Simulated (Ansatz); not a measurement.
# CH3IOSi: how energies converge with the basis set

Aim: see how fast density functionals converge with the basis set for CH3IOSi.

The runs use Ansatz 0.2.0, Gaussian basis; one geometry, several basis sets.

Levels to be run: PBE0-D4/def2-SVP; ωB97M-V/def2-SVP; PBE0-D4/def2-QZVPP; ωB97M-V/def2-QZVPP; the functionals' def2-TZVPP values are taken from earlier runs.

## Step 1: Structure used throughout

All runs share one geometry, relaxed beforehand with PBE0-D4 in a triple-zeta def2 set. I takes the def2 core potential; no spin-orbit term is included.

SMILES `I[SiH]1CO1`, 7 atoms, charge 0, spin multiplicity 1.

Atoms are counted from 1 here; the program's logs count them from 0.

Bond lengths: I1–Si2 2.410 Å, Si2–C3 1.799 Å, Si2–O4 1.650 Å, Si2–H5 1.474 Å, C3–O4 1.486 Å, C3–H6 1.088 Å, C3–H7 1.088 Å. Angles: I1–Si2–C3 122.2°, I1–Si2–O4 118.0°, I1–Si2–H5 110.2°, C3–Si2–O4 50.8°, C3–Si2–H5 124.8°, O4–Si2–H5 117.5°, Si2–C3–O4 59.4°, Si2–C3–H6 120.9°, Si2–C3–H7 122.7°, O4–C3–H6 112.7°, O4–C3–H7 112.7°, H6–C3–H7 114.0°, Si2–O4–C3 69.8°.

## Step 2: PBE0-D4 in def2-SVP

The input, in.yaml:

```yaml
crystal:
  periodic: [false, false, false]
  atoms:
    - {symbol: I, position_ang: [1.033867, -2.187515, -1.498532]}
    - {symbol: Si, position_ang: [-0.092130, -0.785687, 0.106904]}
    - {symbol: C, position_ang: [-0.136438, 1.006445, -0.048087]}
    - {symbol: O, position_ang: [0.799992, 0.351946, 0.901430]}
    - {symbol: H, position_ang: [-1.040949, -1.584596, 0.903916]}
    - {symbol: H, position_ang: [0.377462, 1.509720, -0.863828]}
    - {symbol: H, position_ang: [-0.880703, 1.621687, 0.452599]}
basis:
  gaussian: {orbitals: def2-SVP}
hamiltonian: {xc: pbe0, dispersion: d4}
output: {orbitals: {seedname: orbitals}}
```

Launch:

```bash
$ ansatz run in.yaml --threads 2 --pin off --events-out ev --progress --plain --max-ram 4352MiB
```

The runs that follow: ωB97M-V in def2-SVP; PBE0-D4 in def2-QZVPP; ωB97M-V in def2-QZVPP.

Before running them: what should the planned runs give, taken together? Wanted: PBE0-D4: double and triple zeta above quadruple; ωB97M-V: double and triple zeta above quadruple.

**Answer**, as computed:

| quantity | value |
| --- | --- |
| PBE0-D4: double and triple zeta above quadruple | 7.49, 0.49 eV |
| ωB97M-V: double and triple zeta above quadruple | 7.60, 0.46 eV |

What this shows: For PBE0-D4 the step from double to triple zeta gains 7.00 eV and the next only 0.49 eV. Total energies overstate the basis error of differences, where much of it tends to cancel.
